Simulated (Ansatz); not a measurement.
**CH6FGaGe: one species, many methods**

The task here is to estimate one member of a computed series from the others.

Computed with Ansatz 0.2.0, Gaussian basis. Level: functionals in def2-TZVPP, the program's frozen cores in correlated methods.

The runs, in order: LDA (SPW92), PBE-D4, revPBE-D4, BLYP-D4, r2SCAN-D4, B97M-V, PBE0-D4, B3LYP-D4, r2SCANh-D4, r2SCAN0-D4, HSE06-D4, BHLYP-D4, CAM-B3LYP-D4, LC-ωPBE, ωB97X-V, ωB97M-V, B2PLYP, PBE-QIDH; CCSD(T)/def2-SVP; CCSD(T)/def2-TZVPP; MP2/def2-QZVPP; extrapolation to the limit; RPA on PBE.

## Structure used throughout

All runs share one geometry, relaxed beforehand with PBE0-D4 in a triple-zeta def2 set.

10 atoms, charge 0, spin multiplicity 1.

Atoms are counted from 1 here; the program's logs count them from 0.

Bond lengths: F1–Ge2 1.822 Å, Ge2–C3 1.909 Å, Ge2–H5 1.534 Å, Ge2–H6 1.534 Å, C3–Ga4 2.026 Å, C3–H7 1.090 Å, C3–H8 1.090 Å, Ga4–H9 1.567 Å, Ga4–H10 1.567 Å. Angles: F1–Ge2–C3 94.5°, F1–Ge2–H5 102.9°, F1–Ge2–H6 102.9°, C3–Ge2–H5 119.3°, C3–Ge2–H6 119.3°, H5–Ge2–H6 112.5°, Ge2–C3–Ga4 95.3°, Ge2–C3–H7 112.3°, Ge2–C3–H8 112.2°, Ga4–C3–H7 113.1°, Ga4–C3–H8 113.0°, H7–C3–H8 110.3°, C3–Ga4–H9 117.5°, C3–Ga4–H10 117.4°, H9–Ga4–H10 123.6°.

The first run:

File in.yaml:

```yaml
crystal:
  periodic: [false, false, false]
  atoms:
    - {symbol: F, position_ang: [-1.336867, 0.320633, 0.974456]}
    - {symbol: Ge, position_ang: [-0.600736, 1.162310, -0.464159]}
    - {symbol: C, position_ang: [0.808815, -0.108427, -0.674705]}
    - {symbol: Ga, position_ang: [0.251457, -1.266548, 0.890964]}
    - {symbol: H, position_ang: [-1.752832, 1.181523, -1.476581]}
    - {symbol: H, position_ang: [-0.276526, 2.557591, 0.084220]}
    - {symbol: H, position_ang: [1.792642, 0.341243, -0.543893]}
    - {symbol: H, position_ang: [0.755576, -0.628842, -1.630508]}
    - {symbol: H, position_ang: [-0.616497, -2.533663, 0.580148]}
    - {symbol: H, position_ang: [0.974958, -1.025829, 2.260057]}
basis:
  gaussian: {orbitals: def2-TZVPP}
hamiltonian: {xc: lda}
output: {orbitals: {seedname: orbitals}}
```

Launch:

```sh
$ ansatz run in.yaml --threads 4 --pin off --events-out ev --progress --plain --max-ram 10444MiB
```

Among the steps run: LDA; PBE-D4 (GGA); revPBE-D4 (GGA); BLYP-D4 (GGA); r2SCAN-D4 (meta-GGA); B97M-V (meta-GGA); PBE0-D4 (hybrid); B3LYP-D4 (hybrid); r2SCANh-D4 (hybrid); r2SCAN0-D4 (hybrid); HSE06-D4 (hybrid); BHLYP-D4 (hybrid); CAM-B3LYP-D4 (range-separated); LC-ωPBE (range-separated); ωB97X-V (range-separated); ωB97M-V (range-separated); B2PLYP (double hybrid); PBE-QIDH (double hybrid).

One table of the session follows, with a row left open; its other results are not shown here.

It belongs to the step «Orbital energies across the functionals». 

| functional | HOMO (eV) | gap (eV) |
| --- | --- | --- |
| LDA (SPW92) | -6.77 | 4.67 |
| PBE-D4 | -6.63 | 4.82 |
| revPBE-D4 | -6.57 | 4.89 |
| BLYP-D4 | -6.48 | 4.76 |
| r2SCAN-D4 | -6.89 | 5.37 |
| B97M-V | ? | ? |
| PBE0-D4 | -7.79 | 6.81 |
| B3LYP-D4 | -7.57 | 6.34 |
| r2SCANh-D4 | -7.32 | 6.09 |
| r2SCAN0-D4 | -7.96 | 7.16 |
| HSE06-D4 | -7.39 | 6.05 |
| BHLYP-D4 | -8.83 | 8.68 |
| CAM-B3LYP-D4 | -9.08 | 9.04 |
| LC-ωPBE | -10.44 | 11.58 |
| ωB97X-V | -10.08 | 11.07 |
| ωB97M-V | -9.93 | 10.69 |

Q: Estimate the row for B97M-V from the others.

As computed: HOMO (eV): -6.97; gap (eV): 5.29. In the column «HOMO (eV)» it lies between r2SCANh-D4 (-7.32) and r2SCAN-D4 (-6.89).
